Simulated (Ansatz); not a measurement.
# C₂H₇BS: one species, many methods

One table from this session's results is given with a row withheld; the runs are named, their logs left out.

Method: functionals in def2-TZVPP, the program's frozen cores in correlated methods; program: Ansatz 0.2.0, Gaussian basis.

Levels to be run: LDA (SPW92), PBE-D4, revPBE-D4, BLYP-D4, r2SCAN-D4, B97M-V, PBE0-D4, B3LYP-D4, r2SCANh-D4, r2SCAN0-D4, HSE06-D4, BHLYP-D4, CAM-B3LYP-D4, LC-ωPBE, ωB97X-V, ωB97M-V, B2PLYP, PBE-QIDH; CCSD(T)/def2-SVP; CCSD(T)/def2-TZVPP; MP2/def2-QZVPP; extrapolation to the limit; RPA on PBE.

## The relaxed structure

An earlier PBE0-D4 in a triple-zeta def2 set relaxation fixed the geometry.

SMILES `CB(C)S`, 11 atoms, charge 0, spin multiplicity 1.

Atoms are counted from 1 here; the program's logs count them from 0.

Bond lengths: C1–B2 1.567 Å, C1–H5 1.095 Å, C1–H6 1.098 Å, C1–H7 1.091 Å, B2–C3 1.568 Å, B2–S4 1.796 Å, C3–H8 1.091 Å, C3–H9 1.097 Å, C3–H10 1.095 Å, S4–H11 1.344 Å. Angles: B2–C1–H5 111.4°, B2–C1–H6 108.1°, B2–C1–H7 115.1°, H5–C1–H6 105.7°, H5–C1–H7 108.7°, H6–C1–H7 107.3°, C1–B2–C3 121.3°, C1–B2–S4 122.2°, C3–B2–S4 116.4°, B2–C3–H8 115.2°, B2–C3–H9 108.8°, B2–C3–H10 110.6°, H8–C3–H9 107.7°, H8–C3–H10 108.5°, H9–C3–H10 105.6°, B2–S4–H11 99.1°.

The first run:

in.yaml reads:

```yaml
crystal:
  periodic: [false, false, false]
  atoms:
    - {symbol: C, position_ang: [0.072085, 0.971986, -0.907275]}
    - {symbol: B, position_ang: [-0.166075, -0.303349, -0.028782]}
    - {symbol: C, position_ang: [0.485689, -0.448713, 1.390330]}
    - {symbol: S, position_ang: [-1.209096, -1.660495, -0.572539]}
    - {symbol: H, position_ang: [1.111733, 1.308953, -0.847402]}
    - {symbol: H, position_ang: [-0.529856, 1.790530, -0.491436]}
    - {symbol: H, position_ang: [-0.202088, 0.868627, -1.958560]}
    - {symbol: H, position_ang: [0.137941, -1.301714, 1.975470]}
    - {symbol: H, position_ang: [1.571823, -0.546207, 1.271535]}
    - {symbol: H, position_ang: [0.333900, 0.461993, 1.979404]}
    - {symbol: H, position_ang: [-1.540657, -1.198513, -1.790145]}
basis:
  gaussian: {orbitals: def2-TZVPP}
hamiltonian: {xc: lda}
output: {orbitals: {seedname: orbitals}}
```

Steps of the session up to this table: LDA; PBE-D4 (GGA); revPBE-D4 (GGA); BLYP-D4 (GGA); r2SCAN-D4 (meta-GGA); B97M-V (meta-GGA); PBE0-D4 (hybrid); B3LYP-D4 (hybrid); r2SCANh-D4 (hybrid); r2SCAN0-D4 (hybrid); HSE06-D4 (hybrid); BHLYP-D4 (hybrid); CAM-B3LYP-D4 (range-separated); LC-ωPBE-D4 (range-separated; the results give it without D4); ωB97X-V (range-separated); ωB97M-V (range-separated); B2PLYP (double hybrid); PBE-QIDH (double hybrid).

One of the session's tables, all rows but one given; the rest of the session is left out.

It belongs to the step «Orbital energies across the functionals». 

| functional | HOMO (eV) | gap (eV) |
| --- | --- | --- |
| LDA (SPW92) | -6.78 | 5.26 |
| PBE-D4 | -6.66 | 5.35 |
| revPBE-D4 | -6.61 | 5.39 |
| BLYP-D4 | -6.49 | 5.35 |
| r2SCAN-D4 | -6.91 | 5.95 |
| B97M-V | -6.97 | 6.08 |
| PBE0-D4 | -7.83 | 7.49 |
| B3LYP-D4 | -7.59 | 7.06 |
| r2SCANh-D4 | -7.35 | 6.72 |
| r2SCAN0-D4 | -8.00 | 7.87 |
| HSE06-D4 | -7.43 | 6.71 |
| BHLYP-D4 | -8.86 | 9.63 |
| CAM-B3LYP-D4 | -9.14 | 9.96 |
| LC-ωPBE | ? | ? |
| ωB97X-V | -10.18 | 12.06 |
| ωB97M-V | -10.03 | 11.71 |

Estimate the missing values for LC-ωPBE.

**Answer.** HOMO (eV): -10.55; gap (eV): 12.49. In the column «HOMO (eV)» it is the lowest.
